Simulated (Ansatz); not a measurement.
# Zinc, diamond: r²SCAN0 after r²SCAN

Aim: see what exact exchange does to the levels, and what it costs. Spin polarisation is left out. The geometry was relaxed under r²SCAN beforehand and is kept. Exact exchange is dear, so the k-mesh is coarse, and r²SCAN is run on the same mesh for comparison.

Method: DFT, plane waves (500 eV) with PBE-made PAW files, scalar-relativistic; functionals as named at each step, in Ansatz 0.2.0.

## (1) The system as given

The structure is cubic, space group Fd-3m (No. 227). The conventional cell has a = 5.687 Å, b = 5.687 Å, c = 5.687 Å, α = 90.00°, β = 90.00°, γ = 90.00°. Around Zn (site symmetry -43m) lie 4 Zn at 2.46 Å.

Coordinates:

```cif
data_structure
_symmetry_space_group_name_H-M 'P 1'
_symmetry_Int_Tables_number 1
_cell_length_a 4.0211
_cell_length_b 4.0211
_cell_length_c 4.0211
_cell_angle_alpha 60.000
_cell_angle_beta 60.000
_cell_angle_gamma 60.000
_cell_volume 45.98
loop_
_atom_site_label
_atom_site_type_symbol
_atom_site_fract_x
_atom_site_fract_y
_atom_site_fract_z
_atom_site_occupancy
Zn1 Zn 0.12500 0.12500 0.12500 1
Zn2 Zn 0.87500 0.87500 0.87500 1
```

## (2) r²SCAN on the coarse mesh

The run with r²SCAN.

Contents of input.yaml:

```yaml
crystal:
  lattice:
    - [0.0, 2.8433823234, 2.8433823234]
    - [2.8433823234, 0.0, 2.8433823234]
    - [2.8433823234, 2.8433823234, 0.0]
  atoms:
    - { symbol: Zn, position: [0.125, 0.125, 0.125] }
    - { symbol: Zn, position: [0.875, 0.875, 0.875] }
hamiltonian:
  xc: r2scan
  pseudopotentials:
    kind: paw
    azcp:
      Zn: "pseudopotentials/Zn.paw.azcp"
basis:
  ecutwfc: 500
  fft_grid_basis: typed
kpoints:
  mp_grid: { grid: [5, 5, 5], shift: [0, 0, 0] }
magnetization:
  spin_polarized: false
scf:
  occupations: { method: fermi_dirac, width: 0.1 }
```

The run is started by

```
ansatz run input.yaml --threads 4 --pin off --max-ram 8192MiB --backend cpu --events-out ev --progress --plain --runs-dir out
```

The log of the run, shortened:

```text
Warning: RAYON_NUM_THREADS=4 ignored (pool sized by the plan → 4); use --threads N
[...]
Pseudopotentials: kind: paw
Pseudopotential: Zn, paw, valence charge 12, recommended cutoff 500 eV (meta_gga), <dir>
Functional definition: r2SCAN
[...]
Crystal: 2 atoms, lattice volume = 45.976 Å³
Basis set: ecut = 500 eV, 1211 PW (Γ), exchange–correlation on 120×120×120 points (64 copies of the dense FFT grid, shifted against one another)
Bands: 16, of which v1, the nominal top of the filled ones, is band 12 counted from 1 (11 counted from 0)
Symmetry: 48 space group operations
Space group: Fd-3m (ITA 227), of the structure as read, at distance tolerance 3.6e-5 Å
k-points: 10 of 125
[...]
SCF iter   1: F=—  HF=-6650.250786 eV  |F-HF|=—  |Δ(HF+E_count)|=         —  Δρ=1.81e-2  dr2=7.66e-2  dr2_τ=9.74e-4  ethr=1.77e-3  ⟨swp⟩=5.5  Hψ=859  notcnv=0
[...]
SCF iter   6: F=-6650.230000 eV  HF=-6650.230000 eV  |F-HF|=5.11e-9  |Δ(HF+E_count)|=   1.17e-6  Δρ=8.40e-6  dr2=2.98e-8  dr2_τ=3.35e-10  ethr=4.17e-10  ⟨swp⟩=1.8  Hψ=531  notcnv=0
[...]
SCF converged after 6 iterations
Free energy (F): -6650.230000 eV
[...]
E sigma→0 (E₀):  -6650.214229 eV
Entropy (-TS):   -0.031544 eV (-15.772 meV/atom)
Fermi energy:    5.521272 eV
[...]
```

Wall time 0.73 s (4 threads of Arm Neoverse V1, shared host); peak memory 0.36 GiB.

## (3) r²SCAN0, coarse mesh

The run with r²SCAN0.

Edit input.yaml of step 2 so:

```diff
@@ -9,3 +9,3 @@
 hamiltonian:
-  xc: r2scan
+  xc: r2scan0
   pseudopotentials:
```

The run is started by

```
ansatz run input.yaml --threads 4 --pin off --max-ram 8192MiB --backend cpu --events-out ev --progress --plain --runs-dir out
```

The log of the run, shortened:

```text
Warning: RAYON_NUM_THREADS=4 ignored (pool sized by the plan → 4); use --threads N
[...]
Pseudopotentials: kind: paw
Pseudopotential: Zn, paw, valence charge 12, recommended cutoff 500 eV (meta_gga), <dir>
Functional definition: r2SCAN0
[...]
Crystal: 2 atoms, lattice volume = 45.976 Å³
Basis set: ecut = 500 eV, 1211 PW (Γ), exchange–correlation on 120×120×120 points (64 copies of the dense FFT grid, shifted against one another)
Bands: 16, of which v1, the nominal top of the filled ones, is band 12 counted from 1 (11 counted from 0)
Symmetry: 48 space group operations
Space group: Fd-3m (ITA 227), of the structure as read, at distance tolerance 3.6e-5 Å
k-points: 10 of 125
[...]
SCF iter   1: F=—  HF=-6650.259660 eV  |F-HF|=—  |Δ(HF+E_count)|=         —  Δρ=1.90e-2  dr2=8.44e-2  dr2_τ=9.20e-4  ethr=1.77e-3  ⟨swp⟩=11.4  Hψ=849  notcnv=0
[...]
Frozen-core exchange: fock
[...]
hybrid outer 2: dexx = +1.638e-6 eV, tail = 2.12e-7 eV, Δε = 8.24e-3 eV (about 6.61e-4 eV left of the loop's levels)
hybrid SCF converged: 2 outer / 12 inner (+10 warm-up), last move |dexx| = 1.64e-6 eV, tail = 2.12e-7 eV
Stability not checked: this state was not tested for a lower state beside it, because the functional holds exact exchange (a hybrid, or Hartree-Fock), whose exchange loop this test does not read (fock_operator; see scf.lower_state_search)
Free energy (F): -6647.022591 eV
Frozen-core exchange: fock
[...]
E sigma→0 (E₀):  -6647.009264 eV
Entropy (-TS):   -0.026655 eV (-13.328 meV/atom)
Fermi energy:    5.438303 eV
[...]
--- Band table (eV; the first three rows and the last of 10) ---
  k-point 0: bands = ["-4.9480", "-4.9480", "-4.9480", "-4.9207", "-4.9207", "-4.2414", "-4.2414", "-4.2414", "-4.0473", "-4.0473", "-3.9371", "12.3699", "12.3699", "12.3699"]
[...]
  guard bands above this table: 2 of the run's 16 bands. The solve was not asked for them (output.publish_guard_bands: true or output.eigenvalues: true publishes all)
```

Run time: 5.5 s. Hardware: 4 threads of Arm Neoverse V1, shared host; peak memory 1.1 GiB.

## (4) The functionals compared

| functional | gap on the mesh | Fermi energy (eV) | SCF cycles | exchange loops | CPU time |
| --- | --- | --- | --- | --- | --- |
| r²SCAN | none (levels filled in part) | 5.521 | 6 | - | 2.2 s |
| r²SCAN0 | none (levels filled in part) | 5.438 | 22 | 2 | 18 s |

## (5) Results

| quantity | value |
| --- | --- |
| r²SCAN: gap | none (levels filled in part) |
| r²SCAN0: gap | none (levels filled in part) |
| r²SCAN0: SCF cycles, exchange loops | 22, 2 |
| r²SCAN0: CPU time over that of r²SCAN | 8.3 |
| r²SCAN0: relative to hcp | +672 meV/atom |

In words: Neither r²SCAN nor r²SCAN0 shows a clean gap on this mesh. The hybrid took 8.3 times as much CPU time as r²SCAN on the same settings. r²SCAN0 needed 2 outer loops of the exchange operator. To compare with dense-mesh energies, the change of r²SCAN from this mesh and smearing to its dense run (+2.9 meV/atom, from a run not shown) is added. Under r²SCAN0 it lies 672 meV/atom above hcp (computed apart in the same way); on such meshes a few tens of meV are uncertain for metals. Absolute energies differ from functional to functional, by eV per atom at times, and say nothing by themselves.
